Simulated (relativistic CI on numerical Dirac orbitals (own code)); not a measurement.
# Eu³⁺ (4f6) in crystal fields: levels and magnetism

How does a crystal field split the 4f6 shell of Eu³⁺, and what follows for the ground state and χT? 2 fields tried.

Method: Dirac-Coulomb-Breit CI, KLI orbitals optimised for each configuration, model QED (radiative potential, 1s self-energy scaled to tabulated hydrogen-like ionisation energies), valence Slater integrals scaled by 0.7, one configuration in a parametric crystal field. Code: relativistic CI on numerical Dirac orbitals (own code) version 1.

## (1) The system

```
ion            : Eu³⁺ (Eu IV)
nuclear charge : 63
electrons      : 60
open shell     : 4f6
Slater scale   : 0.7
field 1 (cm⁻¹) : Oh, B40 = 1940, B60 = 420
field 2 (cm⁻¹) : D3d, B20 = -80, B40 = 590, B43 = -1740, B60 = -280, B63 = 310, B66 = 650
```

Outer shells as boxes (Hund's rule):

[Xe] 4f6
```
[Xe] core
4f [↑ ][↑ ][↑ ][↑ ][↑ ][↑ ][  ]
```

## (2) Field 1: Oh, B40 = 1940, B60 = 420

Input settings:

```ini
atom Eu  Z=63  charge=3  electrons=60
nucleus A=153  rms_radius_fm=5.1115
hamiltonian dirac-coulomb  breit=on  qed=on  c_scale=1
orbitals kli  potential=per-configuration
slater_scale 0.7
correlation none
mixing on
configurations
  [Xe] 4f6
end
crystal_field Oh B40=1940 B60=420
```

## (3) Field 2: D3d, B20 = -80, B40 = 590, B43 = -1740, B60 = -280, B63 = 310, B66 = 650

Settings: those of step 2 with these lines changed.

```diff
@@ -10,2 +10,2 @@
 end
-crystal_field Oh B40=1940 B60=420
+crystal_field D3d B20=-80 B40=590 B43=-1740 B60=-280 B63=310 B66=650
```

(Steps that only read results are left out.)

What does the calculation give? Wanted: ground spin.

**Answer**, as computed:

| field | ground state | degeneracy | S | J | first gap (cm⁻¹) | stabilisation (cm⁻¹) | χT at 2 K | χT at 300 K |
| --- | --- | --- | --- | --- | --- | --- | --- | --- |
| 1: Oh | A1 | 1 | 2.90 | 0.25 | 443 | -47 | 0.009 | 1.193 |
| 2: D3d | A1 | 1 | 2.90 | 0.29 | 417 | -52 | 0.009 | 1.213 |

χT is in cm³ K/mol; stabilisation counts from the free ion's lowest level; S and J come from the expectation values of their squares.

```
                           quantity                   value
ground spin (effective S from ⟨S²⟩)        1: 2.90, 2: 2.90
                        χT at 300 K  1.19 to 1.21 cm³ K/mol
```

**Reading.** S of the ground state lies at 2.90: spin-orbit coupling mixes spin states. Fields 1, 2 leave a non-degenerate ground state well apart, so χT falls towards zero on cooling. The field is a set of parameters, without covalency or charge transfer.
